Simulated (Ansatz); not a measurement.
**C3H7FSi: basis-set convergence**

How large a basis does C3H7FSi need? Two functionals are run in growing sets.

Method: one geometry, several basis sets; program: Ansatz 0.2.0, Gaussian basis.

Levels to be run: PBE0-D4/def2-SVP; ωB97M-V/def2-SVP; PBE0-D4/def2-QZVPP; ωB97M-V/def2-QZVPP; the functionals' def2-TZVPP values are taken from earlier runs.

**1. Structure used throughout**

All runs share one geometry, relaxed beforehand with PBE0-D4 in a triple-zeta def2 set.

12 atoms, charge 0, spin multiplicity 1.

Atoms are counted from 1 here; the program's logs count them from 0.

Bond lengths: C1–C2 1.509 Å, C1–H6 1.092 Å, C1–H7 1.093 Å, C1–H8 1.095 Å, C2–C3 1.577 Å, C2–Si4 1.828 Å, C2–H9 1.089 Å, C3–Si4 1.821 Å, C3–H10 1.086 Å, C3–H11 1.088 Å, Si4–F5 1.598 Å, Si4–H12 1.475 Å. Angles: C2–C1–H6 111.2°, C2–C1–H7 111.5°, C2–C1–H8 111.2°, H6–C1–H7 107.3°, H6–C1–H8 108.0°, H7–C1–H8 107.5°, C1–C2–C3 117.1°, C1–C2–Si4 124.2°, C1–C2–H9 113.4°, C3–C2–Si4 64.2°, C3–C2–H9 112.5°, Si4–C2–H9 115.9°, C2–C3–Si4 64.6°, C2–C3–H10 117.0°, C2–C3–H11 113.8°, Si4–C3–H10 122.5°, Si4–C3–H11 118.1°, H10–C3–H11 112.3° and more.

**2. PBE0-D4 in def2-SVP**

Contents of in.yaml:

```yaml
crystal:
  periodic: [false, false, false]
  atoms:
    - {symbol: C, position_ang: [-1.414812, 0.268969, -0.555241]}
    - {symbol: C, position_ang: [-0.072487, -0.408684, -0.432311]}
    - {symbol: C, position_ang: [0.472246, -0.662630, 1.025321]}
    - {symbol: Si, position_ang: [1.478939, 0.455664, -0.000892]}
    - {symbol: F, position_ang: [1.438914, 2.022562, 0.307829]}
    - {symbol: H, position_ang: [-1.612226, 0.570022, -1.586628]}
    - {symbol: H, position_ang: [-1.466872, 1.169992, 0.061825]}
    - {symbol: H, position_ang: [-2.224088, -0.395936, -0.235718]}
    - {symbol: H, position_ang: [0.032565, -1.281296, -1.075306]}
    - {symbol: H, position_ang: [0.785896, -1.673957, 1.264961]}
    - {symbol: H, position_ang: [-0.144019, -0.224750, 1.807358]}
    - {symbol: H, position_ang: [2.802945, 0.104745, -0.547201]}
basis:
  gaussian: {orbitals: def2-SVP}
hamiltonian: {xc: pbe0, dispersion: d4}
output: {orbitals: {seedname: orbitals}}
```

Run with:

```console
$ ansatz run in.yaml --threads 4 --pin off --events-out ev --progress --plain --max-ram 10444MiB
```

Standard output:

```text
Functional definition: PBE0
  name "PBE0"
  cite "Adamo & Barone, J. Chem. Phys. 110, 6158 (1999) doi:10.1063/1.478522"
  cite "Perdew, Burke & Ernzerhof, Phys. Rev. Lett. 77, 3865 (1996) doi:10.1103/PhysRevLett.77.3865"
  parent pbe
  parameter a = 0.25
  parameter kappa = 0.804
  parameter beta = 0.06672455060314922
  exchange = (1 - a)*pbe_x(kappa = kappa, mu = beta*pi^2/3) + a*exact_x
  correlation = pbe_c(beta = beta)
1224 factors; their error is unknown
mean field evaluation 1: about -13794.7468 eV, gradient 5.9e1 eV
mean field evaluation 2: about -13787.2067 eV, gradient 7.9e1 eV
mean field evaluation 4: about -13803.2723 eV, gradient 3.8e0 eV
mean field evaluation 8: about -13803.3014 eV, gradient 4.9e-2 eV
mean field evaluation 16: about -13803.3406 eV, gradient 2.5e-5 eV
mean field -13803.34056307 eV, -507.2634094525 hartree, gradient 2.5e-5 eV, S^2 0.000000; 0 other end points of the search recorded, 0 dependent functions left out
reference -13803.34059024 eV, -507.2634104512 hartree; 24, 24 occupied and 85, 85 virtual orbitals, 1224 factors
Total energy: -13803.54214391 eV, -507.2708174118 hartree
```

Wall time 1.9 s (4 threads of Arm Neoverse V1, shared host).

**3. ωB97M-V in def2-SVP**

in.yaml, as its differences from that of step 2:

```diff
@@ -17,3 +17,3 @@
   gaussian: {orbitals: def2-SVP}
-hamiltonian: {xc: pbe0, dispersion: d4}
+hamiltonian: {xc: {name: wB97M-V}}
 output: {orbitals: {seedname: orbitals}}
```

The command is unchanged.

Standard output:

```text
Functional definition: wB97M-V
  name "wB97M-V"
  cite "Mardirossian & Head-Gordon, J. Chem. Phys. 144, 214110 (2016) doi:10.1063/1.4952647"
  cite "Becke, J. Chem. Phys. 107, 8554 (1997) doi:10.1063/1.475007"
  cite "Vydrov & Van Voorhis, J. Chem. Phys. 133, 244103 (2010) doi:10.1063/1.3521275"
  # Of w^i u^j: cxij and so on, Table III.
  parameter omega = 0.3/bohr
  parameter cx = 0.15
  parameter cx01 = 1.007
  parameter cx10 = 0.259
  parameter css00 = 0.443
  parameter css04 = -1.437
  parameter css10 = -4.535
  parameter css20 = -3.390
  parameter css43 = 4.278
  parameter cos00 = 1.000
  parameter cos10 = 1.358
  parameter cos20 = 2.924
  parameter cos21 = -8.812
  parameter cos60 = -1.390
  parameter cos61 = 9.142
  parameter b = 6.0
  parameter c = 0.01
  gx(w, u) = 1 - cx + cx01*u + cx10*w
  gss(w, u) = css00 + css04*u^4 + css10*w + css20*w^2 + css43*w^4*u^3
  gos(w, u) = cos00 + cos10*w + (cos20 + cos21*u)*w^2 + (cos60 + cos61*u)*w^6
  exchange = spin_sum(e_x_unif_sr(omega)*gx(b97_w, b97_u_x)) + cx*exact_x_sr(omega) + exact_x_lr(omega)
  correlation = spin_sum(e_c_pw_mod_same_spin*gss(b97_w, b97_u_same))
      + integral(e_c_pw_mod_opposite_spin*gos(b97_w_opposite, b97_u_opposite)) + vv10(b, c)
1224 factors; their error is unknown
324 factors; integrals over basis functions are off by at most 6.9e-6 eV
mean field evaluation 1: about -13804.7951 eV, gradient 4.7e1 eV
mean field evaluation 2: about -13806.2372 eV, gradient 4.2e1 eV
mean field evaluation 4: about -13809.9453 eV, gradient 1.5e0 eV
mean field evaluation 8: about -13809.9568 eV, gradient 3.5e-2 eV
mean field evaluation 16: about -13809.9484 eV, gradient 5.7e-5 eV
mean field -13809.94835730 eV, -507.5062414115 hartree, gradient 5.7e-5 eV, S^2 0.000000; 0 other end points of the search recorded, 0 dependent functions left out
reference -13809.94839905 eV, -507.5062429460 hartree; 24, 24 occupied and 85, 85 virtual orbitals, 1224 factors
Total energy: -13809.94839905 eV, -507.5062429460 hartree
```

Wall time 6 s (4 threads of Arm Neoverse V1, shared host); peak memory 0.33 GiB.

**4. PBE0-D4 in def2-QZVPP**

in.yaml, as its differences from that of step 3:

```diff
@@ -16,4 +16,4 @@
 basis:
-  gaussian: {orbitals: def2-SVP}
-hamiltonian: {xc: {name: wB97M-V}}
+  gaussian: {orbitals: "def2-QZVPP.json"}
+hamiltonian: {xc: pbe0, dispersion: d4}
 output: {orbitals: {seedname: orbitals}}
```

The command is unchanged.

Standard output:

```text
Functional definition: PBE0
  name "PBE0"
  cite "Adamo & Barone, J. Chem. Phys. 110, 6158 (1999) doi:10.1063/1.478522"
  cite "Perdew, Burke & Ernzerhof, Phys. Rev. Lett. 77, 3865 (1996) doi:10.1103/PhysRevLett.77.3865"
  parent pbe
  parameter a = 0.25
  parameter kappa = 0.804
  parameter beta = 0.06672455060314922
  exchange = (1 - a)*pbe_x(kappa = kappa, mu = beta*pi^2/3) + a*exact_x
  correlation = pbe_c(beta = beta)
1523 factors; their error is unknown
mean field evaluation 1: about -13800.9407 eV, gradient 7.6e1 eV
mean field evaluation 2: about -13783.4583 eV, gradient 1.1e2 eV
mean field evaluation 4: about -13813.7131 eV, gradient 7.3e0 eV
mean field evaluation 8: about -13813.8027 eV, gradient 1.8e-1 eV
mean field evaluation 16: about -13813.8087 eV, gradient 2.2e-4 eV
mean field -13813.80874944 eV, -507.6481082059 hartree, gradient 3.9e-5 eV, S^2 0.000000; 0 other end points of the search recorded, 0 dependent functions left out
reference -13813.80879054 eV, -507.6481097165 hartree; 24, 24 occupied and 484, 484 virtual orbitals, 1523 factors
Total energy: -13814.01034421 eV, -507.6555166771 hartree
```

It took 13 s on 4 threads of Arm Neoverse V1, shared host; peak memory 1.8 GiB.

**5. ωB97M-V in def2-QZVPP**

in.yaml, as its differences from that of step 4:

```diff
@@ -17,3 +17,3 @@
   gaussian: {orbitals: "def2-QZVPP.json"}
-hamiltonian: {xc: pbe0, dispersion: d4}
+hamiltonian: {xc: {name: wB97M-V}}
 output: {orbitals: {seedname: orbitals}}
```

The command is unchanged.

Standard output:

```text
Functional definition: wB97M-V
  name "wB97M-V"
  cite "Mardirossian & Head-Gordon, J. Chem. Phys. 144, 214110 (2016) doi:10.1063/1.4952647"
  cite "Becke, J. Chem. Phys. 107, 8554 (1997) doi:10.1063/1.475007"
  cite "Vydrov & Van Voorhis, J. Chem. Phys. 133, 244103 (2010) doi:10.1063/1.3521275"
  # Of w^i u^j: cxij and so on, Table III.
  parameter omega = 0.3/bohr
  parameter cx = 0.15
  parameter cx01 = 1.007
  parameter cx10 = 0.259
  parameter css00 = 0.443
  parameter css04 = -1.437
  parameter css10 = -4.535
  parameter css20 = -3.390
  parameter css43 = 4.278
  parameter cos00 = 1.000
  parameter cos10 = 1.358
  parameter cos20 = 2.924
  parameter cos21 = -8.812
  parameter cos60 = -1.390
  parameter cos61 = 9.142
  parameter b = 6.0
  parameter c = 0.01
  gx(w, u) = 1 - cx + cx01*u + cx10*w
  gss(w, u) = css00 + css04*u^4 + css10*w + css20*w^2 + css43*w^4*u^3
  gos(w, u) = cos00 + cos10*w + (cos20 + cos21*u)*w^2 + (cos60 + cos61*u)*w^6
  exchange = spin_sum(e_x_unif_sr(omega)*gx(b97_w, b97_u_x)) + cx*exact_x_sr(omega) + exact_x_lr(omega)
  correlation = spin_sum(e_c_pw_mod_same_spin*gss(b97_w, b97_u_same))
      + integral(e_c_pw_mod_opposite_spin*gos(b97_w_opposite, b97_u_opposite)) + vv10(b, c)
1503 factors; their error is unknown
392 factors; integrals over basis functions are off by at most 5.7e-6 eV
mean field evaluation 1: about -13812.5601 eV, gradient 6.1e1 eV
mean field evaluation 2: about -13813.8909 eV, gradient 5.7e1 eV
mean field evaluation 4: about -13820.6435 eV, gradient 1.9e0 eV
mean field evaluation 8: about -13820.6586 eV, gradient 6.1e-2 eV
mean field evaluation 16: about -13820.6579 eV, gradient 6.7e-5 eV
mean field -13820.65790620 eV, -507.8998100743 hartree, gradient 2.3e-5 eV, S^2 0.000000; 0 other end points of the search recorded, 0 dependent functions left out
reference -13820.65797244 eV, -507.8998125087 hartree; 24, 24 occupied and 484, 484 virtual orbitals, 1503 factors
Total energy: -13820.65797244 eV, -507.8998125087 hartree
```

Wall time 27 s (4 threads of Arm Neoverse V1, shared host); peak memory 2.2 GiB.

**6. Functionals by basis**

The def2-TZVPP values come from earlier runs at the same geometry.

```
functional       basis  functions  energy (eV)  from the largest (eV)  HOMO (eV)  LUMO (eV)
   PBE0-D4    def2-SVP        109  -13803.5421                 10.468      -6.91       0.96
   PBE0-D4  def2-TZVPP        264  -13813.4015                  0.609      -6.94       0.45
   PBE0-D4  def2-QZVPP        508  -13814.0103                  0.000      -6.95       0.23
   ωB97M-V    def2-SVP        109  -13809.9484                 10.710      -9.09       2.88
   ωB97M-V  def2-TZVPP        264  -13820.0863                  0.572      -9.13       2.14
   ωB97M-V  def2-QZVPP        508  -13820.6580                  0.000      -9.14       1.63
```

**7. Results**

```
                                       quantity           value
PBE0-D4: double and triple zeta above quadruple  10.47, 0.61 eV
ωB97M-V: double and triple zeta above quadruple  10.71, 0.57 eV
```

For PBE0-D4 the step from double to triple zeta gains 9.86 eV and the next only 0.61 eV. Total energies overstate the basis error of differences, where much of it tends to cancel. The LUMO of ωB97M-V is positive and keeps falling with the basis (2.88 to 1.63 eV): an unbound level that the basis holds in place.

For PBE0-D4 the largest set took about 7 times as long as the smallest (13 s against 1.9 s).
